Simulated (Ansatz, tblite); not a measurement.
# The cluster Ga2Se3: charged states by level of theory

Aim: the energy of removing and adding an electron for the cluster Ga2Se3, by energy differences, and how well orbital energies stand in for it.

Computed with Ansatz 0.2.0, Gaussian basis. Level: as each input shows.

Plan: charge +1 doublet, at the geometry of the singlet (PBE0-D4/def2-TZVP, PBE-D4/def2-TZVP, r2SCAN-D4/def2-TZVP); charge -1 doublet, at the geometry of the singlet (PBE0-D4/def2-TZVPD, PBE-D4/def2-TZVPD, r2SCAN-D4/def2-TZVPD); the starting singlet's energies come from earlier runs.

4 further runs of the same task are left out: 2 that didn't finish, 2 set aside as unsound or not needed.

### 1 The geometry

The singlet was relaxed beforehand with r2SCAN-D4/def2-SVP. At that level it is the lowest of the isomers that a small search found.

5 atoms, charge 0, spin multiplicity 1.

Atoms are counted from 1 here; the program's logs count them from 0.

Bond lengths: Ga1–Se3 2.460 Å, Ga1–Se4 2.265 Å, Ga1–Se5 2.239 Å, Ga2–Se3 2.538 Å, Ga2–Se5 2.584 Å, Se3–Se4 2.618 Å. Angles: Se3–Ga1–Se4 67.1°, Se3–Ga1–Se5 113.7°, Se4–Ga1–Se5 179.2°, Se3–Ga2–Se5 100.4°, Ga1–Se3–Ga2 71.6°, Ga1–Se3–Se4 52.9°, Ga2–Se3–Se4 124.5°, Ga1–Se4–Se3 60.0°, Ga1–Se5–Ga2 74.3°.

### 2 Charge +1 doublet at the fixed geometry, PBE0-D4/def2-TZVP

Input file in.yaml:

```yaml
crystal:
  periodic: [false, false, false]
  atoms:
    - {symbol: Ga, position_ang: [-0.795330, 0.513775, -0.018862]}
    - {symbol: Ga, position_ang: [2.103069, 0.133518, 0.073820]}
    - {symbol: Se, position_ang: [0.325059, -1.675720, -0.016572]}
    - {symbol: Se, position_ang: [-2.251387, -1.219752, -0.096092]}
    - {symbol: Se, position_ang: [0.618588, 2.248189, 0.057715]}
basis:
  gaussian: {orbitals: def2-TZVP}
total_charge: 1
magnetization: {spin_polarized: true, initial_magnetization: 1}
hamiltonian: {xc: pbe0, dispersion: d4}
scf: {omitted_lower_state_checks: [starts]}
output: {orbitals: {seedname: orbitals}}
```

Run with:

```console
$ ansatz run in.yaml --threads 4 --pin off --events-out ev --progress --plain --max-ram 4787MiB
```

Standard output:

```text
Functional definition: PBE0
  name "PBE0"
  cite "Adamo & Barone, J. Chem. Phys. 110, 6158 (1999) doi:10.1063/1.478522"
  cite "Perdew, Burke & Ernzerhof, Phys. Rev. Lett. 77, 3865 (1996) doi:10.1103/PhysRevLett.77.3865"
  parent pbe
  parameter a = 0.25
  parameter kappa = 0.804
  parameter beta = 0.06672455060314922
  exchange = (1 - a)*pbe_x(kappa = kappa, mu = beta*pi^2/3) + a*exact_x
  correlation = pbe_c(beta = beta)
these checks for a lower state are left out or cut short: starts
1639 factors; integrals over basis functions are off by at most 9.7e-4 eV
mean field evaluation 1: about -300758.7242 eV, gradient 3.0e1 eV
mean field evaluation 2: about -300730.2654 eV, gradient 7.2e1 eV
mean field evaluation 4: about -300763.4857 eV, gradient 8.1e0 eV
mean field evaluation 8: about -300764.0016 eV, gradient 6.8e-1 eV
mean field evaluation 16: about -300764.0055 eV, gradient 1.1e-2 eV
mean field evaluation 32: about -300764.0104 eV, gradient 1.5e-5 eV
mean field -300764.01044014 eV, -11052.8735185066 hartree, gradient 2.6e-6 eV, S^2 0.807288; 0 other end points of the search recorded, 0 dependent functions left out
reference -300764.01046858 eV, -11052.8735195517 hartree; 82, 81 occupied and 158, 159 virtual orbitals, 1639 factors
Total energy: -300764.29272045 eV, -11052.8838921167 hartree
Checks for a lower state left out: starts
```

Wall time 47 s (4 threads of Arm Neoverse V1, shared host); peak memory 1.8 GiB.

From the report: HOMO -11.29 eV, LUMO -9.89 eV (over both spins); ⟨S²⟩ 0.807 (pure: 0.75).

### 3 Charge +1 doublet at the fixed geometry, PBE-D4/def2-TZVP

start.molden holds the orbitals of an earlier run on this state, given as this run's starting guess.

in.yaml, as its differences from that of step 2:

```diff
@@ -9,6 +9,6 @@
 basis:
-  gaussian: {orbitals: def2-TZVP}
+  gaussian: {orbitals: def2-TZVP, initial_orbitals: start.molden}
 total_charge: 1
 magnetization: {spin_polarized: true, initial_magnetization: 1}
-hamiltonian: {xc: pbe0, dispersion: d4}
+hamiltonian: {xc: pbe, dispersion: d4}
 scf: {omitted_lower_state_checks: [starts]}
```

The command is unchanged.

Standard output:

```text
Functional definition: PBE
  name "PBE"
  cite "Perdew, Burke & Ernzerhof, Phys. Rev. Lett. 77, 3865 (1996) doi:10.1103/PhysRevLett.77.3865"
  parent pbe
  parameter kappa = 0.804
  parameter beta = 0.06672455060314922
  exchange = pbe_x(kappa = kappa, mu = beta*pi^2/3)
  correlation = pbe_c(beta = beta)
these checks for a lower state are left out or cut short: starts
1897 factors; their error is unknown
mean field evaluation 1: about -300755.9724 eV, gradient 1.2e1 eV
mean field evaluation 2: about -300756.2420 eV, gradient 4.8e-1 eV
mean field evaluation 4: about -300756.3592 eV, gradient 2.3e-1 eV
mean field evaluation 8: about -300756.2541 eV, gradient 1.0e-2 eV
mean field evaluation 16: about -300756.2541 eV, gradient 1.7e-4 eV
mean field -300756.25410218 eV, -11052.5884783442 hartree, gradient 2.0e-6 eV, S^2 0.755324; 0 other end points of the search recorded, 0 dependent functions left out
reference -300756.25413965 eV, -11052.5884797213 hartree; 82, 81 occupied and 158, 159 virtual orbitals, 1897 factors
Total energy: -300756.58004670 eV, -11052.6004565842 hartree
Checks for a lower state left out: starts
```

Run time: 25 s. Hardware: 4 threads of Arm Neoverse V1, shared host; peak memory 1 GiB.

Report: HOMO -10.55 eV, LUMO -10.50 eV (over both spins); ⟨S²⟩ 0.755 (pure: 0.75).

### 4 Charge +1 doublet at the fixed geometry, r2SCAN-D4/def2-TZVP

in.yaml, as its differences from that of step 3:

```diff
@@ -12,3 +12,3 @@
 magnetization: {spin_polarized: true, initial_magnetization: 1}
-hamiltonian: {xc: pbe, dispersion: d4}
+hamiltonian: {xc: r2scan, dispersion: d4}
 scf: {omitted_lower_state_checks: [starts]}
```

Same command.

Standard output (excerpt; [...] marks lines left out):

```text
Functional definition: r2SCAN
  name "r2SCAN"
  cite "Furness, Kaplan, Ning, Perdew & Sun, J. Phys. Chem. Lett. 11, 8208 (2020) doi:10.1021/acs.jpclett.0c02405"
  cite "Furness, Kaplan, Ning, Perdew & Sun, J. Phys. Chem. Lett. 11, 9248 (2020) doi:10.1021/acs.jpclett.0c03077"
  parent r2scan
[...]
1897 factors; their error is unknown
[...]
mean field -300799.53406103 eV, -11054.1789874958 hartree, gradient 3.6e-6 eV, S^2 0.765264; 0 other end points of the search recorded, 0 dependent functions left out
reference -300799.53407572 eV, -11054.1789880357 hartree; 82, 81 occupied and 158, 159 virtual orbitals, 1897 factors
Total energy: -300799.59691079 eV, -11054.1812971817 hartree
Checks for a lower state left out: starts
```

It took 62 s on 4 threads of Arm Neoverse V1, shared host; peak memory 1.1 GiB.

HOMO -10.76 eV, LUMO -10.52 eV (over both spins); ⟨S²⟩ 0.765 (pure: 0.75).

### 5 Vertical ionisation energy

Charged state less starting state, singlet to doublet; the starting state's energies are those of its earlier runs.

```csv
level,vertical ionisation energy (eV),time
PBE-D4/def2-TZVP,+8.08,29 s
r2SCAN-D4/def2-TZVP,+8.26,72 s
PBE0-D4/def2-TZVP,+8.29,63 s
```

Times add the two runs; a level without a time comes out of a correlated run.

Beside −ε(HOMO) of the starting state:

```csv
level,−ε(HOMO) (eV),by difference (eV),mismatch (eV)
PBE-D4/def2-TZVP,5.62,8.08,-2.46
r2SCAN-D4/def2-TZVP,5.91,8.26,-2.35
PBE0-D4/def2-TZVP,6.68,8.29,-1.62
```

### 6 Charge -1 doublet at the fixed geometry, PBE0-D4/def2-TZVPD

in.yaml, as its differences from that of step 4:

```diff
@@ -9,6 +9,6 @@
 basis:
-  gaussian: {orbitals: def2-TZVP, initial_orbitals: start.molden}
-total_charge: 1
+  gaussian: {orbitals: def2-TZVPD}
+total_charge: -1
 magnetization: {spin_polarized: true, initial_magnetization: 1}
-hamiltonian: {xc: r2scan, dispersion: d4}
+hamiltonian: {xc: pbe0, dispersion: d4}
 scf: {omitted_lower_state_checks: [starts]}
```

Same command.

Standard output (excerpt; [...] marks lines left out):

```text
Functional definition: PBE0
  name "PBE0"
  cite "Adamo & Barone, J. Chem. Phys. 110, 6158 (1999) doi:10.1063/1.478522"
  cite "Perdew, Burke & Ernzerhof, Phys. Rev. Lett. 77, 3865 (1996) doi:10.1103/PhysRevLett.77.3865"
  parent pbe
[...]
1787 factors; integrals over basis functions are off by at most 1.2e-3 eV
[...]
mean field -300774.20077329 eV, -11053.2480063428 hartree, gradient 5.3e-5 eV, S^2 0.756447; 0 other end points of the search recorded, 0 dependent functions left out
reference -300774.20081533 eV, -11053.2480078879 hartree; 83, 82 occupied and 196, 197 virtual orbitals, 1787 factors
Total energy: -300774.49870112 eV, -11053.2589549885 hartree
Checks for a lower state left out: starts
```

It took 31 s on 4 threads of Arm Neoverse V1, shared host; peak memory 1.7 GiB.

Report: HOMO -0.40 eV, LUMO 1.61 eV (over both spins); ⟨S²⟩ 0.756 (pure: 0.75).

### 7 Charge -1 doublet at the fixed geometry, PBE-D4/def2-TZVPD

in.yaml, as its differences from that of step 6:

```diff
@@ -9,6 +9,6 @@
 basis:
-  gaussian: {orbitals: def2-TZVPD}
+  gaussian: {orbitals: def2-TZVPD, initial_orbitals: start.molden}
 total_charge: -1
 magnetization: {spin_polarized: true, initial_magnetization: 1}
-hamiltonian: {xc: pbe0, dispersion: d4}
+hamiltonian: {xc: pbe, dispersion: d4}
 scf: {omitted_lower_state_checks: [starts]}
```

Same command.

Standard output:

```text
Functional definition: PBE
  name "PBE"
  cite "Perdew, Burke & Ernzerhof, Phys. Rev. Lett. 77, 3865 (1996) doi:10.1103/PhysRevLett.77.3865"
  parent pbe
  parameter kappa = 0.804
  parameter beta = 0.06672455060314922
  exchange = pbe_x(kappa = kappa, mu = beta*pi^2/3)
  correlation = pbe_c(beta = beta)
these checks for a lower state are left out or cut short: starts
2021 factors; their error is unknown
mean field evaluation 1: about -300765.9495 eV, gradient 1.2e1 eV
mean field evaluation 2: about -300766.1838 eV, gradient 3.4e-1 eV
mean field evaluation 4: about -300766.1179 eV, gradient 4.5e-2 eV
mean field evaluation 8: about -300766.1179 eV, gradient 1.4e-5 eV
mean field -300766.11791156 eV, -11052.9509666528 hartree, gradient 1.4e-5 eV, S^2 0.752428; 0 other end points of the search recorded, 0 dependent functions left out
reference -300766.11796311 eV, -11052.9509685474 hartree; 83, 82 occupied and 196, 197 virtual orbitals, 2021 factors
Total energy: -300766.46179083 eV, -11052.9636039831 hartree
Checks for a lower state left out: starts
```

It took 16 s on 4 threads of Arm Neoverse V1, shared host; peak memory 0.77 GiB.

HOMO 0.38 eV, LUMO 0.89 eV (over both spins); ⟨S²⟩ 0.752 (pure: 0.75). Doubts: highest occupied level lies above zero.

### 8 Charge -1 doublet at the fixed geometry, r2SCAN-D4/def2-TZVPD

in.yaml, as its differences from that of step 7:

```diff
@@ -12,3 +12,3 @@
 magnetization: {spin_polarized: true, initial_magnetization: 1}
-hamiltonian: {xc: pbe, dispersion: d4}
+hamiltonian: {xc: r2scan, dispersion: d4}
 scf: {omitted_lower_state_checks: [starts]}
```

Same command.

Standard output:

```text
Functional definition: r2SCAN
  name "r2SCAN"
  cite "Furness, Kaplan, Ning, Perdew & Sun, J. Phys. Chem. Lett. 11, 8208 (2020) doi:10.1021/acs.jpclett.0c02405"
  cite "Furness, Kaplan, Ning, Perdew & Sun, J. Phys. Chem. Lett. 11, 9248 (2020) doi:10.1021/acs.jpclett.0c03077"
  parent r2scan
  parameter k0 = 0.174
  parameter k1 = 0.065
  parameter a1 = 4.9479
  exchange = r2scan_x(k0 = k0, k1 = k1, a1 = a1)
  correlation = r2scan_c
these checks for a lower state are left out or cut short: starts
2021 factors; their error is unknown
mean field evaluation 1: about -300809.6815 eV, gradient 9.0e0 eV
mean field evaluation 2: about -300809.7801 eV, gradient 1.6e-1 eV
mean field evaluation 4: about -300809.7049 eV, gradient 3.3e-3 eV
mean field -300809.70492874 eV, -11054.5527599900 hartree, gradient 2.5e-5 eV, S^2 0.758080; 0 other end points of the search recorded, 0 dependent functions left out
reference -300809.70498138 eV, -11054.5527619245 hartree; 83, 82 occupied and 196, 197 virtual orbitals, 2021 factors
Total energy: -300809.77141004 eV, -11054.5552031327 hartree
Checks for a lower state left out: starts
```

It took 30 s on 4 threads of Arm Neoverse V1, shared host; peak memory 0.87 GiB.

Report: HOMO 0.21 eV, LUMO 1.14 eV (over both spins); ⟨S²⟩ 0.758 (pure: 0.75). Doubts: highest occupied level lies above zero.

### 9 Vertical electron affinity

Starting state less charged state (positive: the electron is bound), singlet to doublet; the starting state's energies are those of its earlier runs.

```csv
level,vertical electron affinity (eV),time
PBE-D4/def2-TZVPD,+1.76,24 s
r2SCAN-D4/def2-TZVPD,+1.87,43 s
PBE0-D4/def2-TZVPD,+1.87,47 s
```

Times add the two runs; a level without a time comes out of a correlated run.

Beside −ε(LUMO) of the starting state:

```csv
level,−ε(LUMO) (eV),by difference (eV),mismatch (eV)
PBE-D4/def2-TZVPD,3.96,1.76,+2.20
r2SCAN-D4/def2-TZVPD,3.98,1.87,+2.11
PBE0-D4/def2-TZVPD,3.34,1.87,+1.47
```

### 10 What came out

| quantity | value |
| --- | --- |
| vertical ionisation energy, functionals in def2-TZVP | 8.08 (PBE-D4) to 8.29 eV (PBE0-D4) |
| vertical electron affinity, functionals in def2-TZVPD | 1.76 (PBE-D4) to 1.87 eV (PBE0-D4) |

The vertical ionisation energy spans 8.08 to 8.29 eV over the functionals. −ε(HOMO) misses the level's own difference by -1.62 eV at best (PBE0-D4) and -2.46 eV at worst (PBE-D4). The vertical electron affinity spans 1.76 to 1.87 eV over the functionals. −ε(LUMO) misses the level's own difference by +1.47 eV at best (PBE0-D4) and +2.20 eV at worst (PBE-D4).
